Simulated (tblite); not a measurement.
# C5H11GeN: the cost of one run

The runs use tblite 0.8.0 and PySCF 2.14.0, with density-fitted response routines of our own; the level of theory stands in each step. All values are computed, except where a source is named. Atoms count from 0, in the outputs and in this text.

## (1) Starting geometry

18 atoms, charge 0, multiplicity 1; geometry from: force field or distance geometry start.

Bonds of the start (Å): C0–C1 1.31, C1–C2 1.49, C2–C3 1.32, C3–C4 1.49, C4–N5 1.46, N5–Ge6 1.88, C0–H7 1.08, C0–H8 1.08, C1–H9 1.07, C2–H10 1.09, C3–H11 1.10, C4–H12 1.11, C4–H13 1.11, N5–H14 1.05, Ge6–H15 1.53, Ge6–H16 1.55, Ge6–H17 1.55.

## (2) Relaxing the molecule with GFN2-xTB

Job settings and geometry (Å):

```
{"job": {"kind": "relax", "xc": "GFN2-xTB", "basis": "xTB"}, "charge": 0, "multiplicity": 1}
C     -3.019500     0.626000    -0.895500
C     -1.819500     0.195000    -0.582000
C     -1.627800    -0.900600     0.414600
C     -0.443500    -1.367900     0.777200
C      0.871400    -0.872600     0.268600
N      1.099200     0.499000     0.714500
Ge     2.694100     1.133700    -0.045900
H     -3.910800     0.207700    -0.441400
H     -3.135700     1.422900    -1.616900
H     -0.963600     0.648600    -1.046200
H     -2.523100    -1.343200     0.854300
H     -0.423300    -2.191200     1.503600
H      0.859400    -0.918500    -0.840100
H      1.688600    -1.537400     0.628600
H      1.253400     0.487000     1.754000
H      2.550100     1.160100    -1.573400
H      2.978500     2.566600     0.479200
H      3.863700     0.191000     0.355400
```

Launch:

```bash
OMP_NUM_THREADS=1 python probes_run.py task.json out
```

One launch serves the whole session: the jobs run in the order shown.

**Question.** How long does this first job take on 1 thread of AMD EPYC, shared host, and how much memory does it need?

About 2.9 s, with a peak of 0.18 GiB.
